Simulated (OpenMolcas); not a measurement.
# Ti³⁺ among point charges: CASSCF and CASPT2 levels and susceptibility

Aim: the splitting of the states of Ti³⁺ in the field of 5 point charges, its lowest levels with spin-orbit coupling and its magnetic susceptibility.

Method: state-averaged CASSCF and CASPT2, spin-orbit coupling by RASSI with atomic mean-field integrals. Code: OpenMolcas 26.06.

### 1 Starting point

```
Species                           : Ti³⁺ (titanium, Z = 22, 19 electrons)
Basis                             : ANO-RCC-VDZP [5s4p2d1f], 34 functions
Scalar Hamiltonian                : DKH2, point nucleus
Inactive shells                   : 1s 2s 2p 3s 3p
Active space                      : 1 electron in 5 orbitals (3d)
Some configurations of this space : 3d
Orbitals                          : optimised for each spin and parity, averaged over all roots
```

The outer shells:

3d
```
3d [↑ ][  ][  ][  ][  ]
```

The ion sits among 5 point charges of -1.5 e arranged as a square pyramid (C4v), 2.11 Å from the ion, with the axial distance 1.899 Å.

Each step is its own input file, run in one work folder so that later steps find the files of earlier ones. Labels, J, g values, rates, χT and fits are worked out afterwards by a script from the matrices that RASSI stores.

### 2 GATEWAY and SEWARD: basis and integrals

The input, a.inp:

```
&GATEWAY
Coord
1

Ti 0.0 0.0 0.0
Basis=ANO-RCC-VDZP
Group=NoSym
NoMove
AngMom=0.0 0.0 0.0
AMFI
XField
5 Angstrom 0
2.110000 0.000000 0.000000 -1.500000
0.000000 2.110000 0.000000 -1.500000
-2.110000 0.000000 0.000000 -1.500000
0.000000 -2.110000 0.000000 -1.500000
0.000000 0.000000 1.899000 -1.500000
&SEWARD
```

Run with:

```sh
OMP_NUM_THREADS=1 MOLCAS_MEM=1689 MOLCAS_PROJECT=a pymolcas a.inp > a.log
```

### 3 Reference wave functions, doublets, 5 roots

The input, a.inp:

```
&RASSCF
FileOrb=start.orb
Symmetry=1
Spin=2
nActEl=1 0 0
Inactive=9
Ras2=5
CIRoot=5 5 1
SDav=5
CIMx=300
Iter=120 100
PrWF=0.3
OrbListing=Nothing
MaxOrb=0
>>> COPY $Project.JobIph JOB001
```

start.orb holds the contracted functions of the basis, ordered by shell, or the orbitals of the step before.

### 4 RASSI: spin-orbit coupling between the states

The input, a.inp:

```
&RASSI
NrOfJobIphs=1 5
1 2 3 4 5
IphNames
JOB001
EJob
SpinOrbit
DIPRint=1.0
SOCoupling=1000.0
Subsets=2
Property=9
'ANGMOM' 1 'ANGMOM' 2 'ANGMOM' 3 'MLTPL  1' 1 'MLTPL  1' 2 'MLTPL  1' 3
'AMFI' 1 'AMFI' 2 'AMFI' 3
SOProperty=3
'ANGMOM' 1 'ANGMOM' 2 'ANGMOM' 3
```

### 5 CASPT2: IPEA 0.25, imaginary shift 0.1 (closed shells correlated: 3s 3p)

The input, a.inp:

```
>>> COPY JOB001 $Project.JobIph
&CASPT2
Multistate=5 1 2 3 4 5
NoMult
Frozen=5
IPEA=0.25
Imaginary=0.1
MaxIter=60
WThr=0.0 0.3 0.05
PrWF=0.5
NoMix
```

(Steps that only read results are left out.)

What does the calculation give? Wanted: spin-free ground state; first state of the same spin within the active space; lowest level; next level.

The runs gave:

| quantity | value |
| --- | --- |
| method | SS-CASPT2, IPEA 0.25, imaginary shift 0.1 (closed shells correlated: 3s 3p) |
| spin-free ground state | doublet, 2-fold in its orbital part |
| first state of the same spin within the active space | doublet at 317 cm⁻¹ |
| lowest level | 2-fold, g = 0.27, 1.37, 1.37 |
| next level | 221.9 cm⁻¹ |
| χT at 300 K | 0.49 cm³ K/mol |
| effective moment at 300 K | 1.98 μB |

Cost by method:

| method | time of its own steps | time with the reference |
| --- | --- | --- |
| A. CASSCF | 1.7 s | 1.7 s |
| B. SS-CASPT2, IPEA 0.25, imaginary shift 0.1, +3s 3p | 0.57 s | 2.2 s |

Times are of one thread on a shared host.

**Reading.** The spin-free ground state (doublet) comes to 100 % from free-ion D terms and keeps the highest spin of the shell. χT at 300 K is 0.49, against 0.38 cm³ K/mol for the spin alone, so orbital moment adds to it. The field of point charges can differ much from that of real complexes. This is an electrostatic model: the charges have no orbitals.
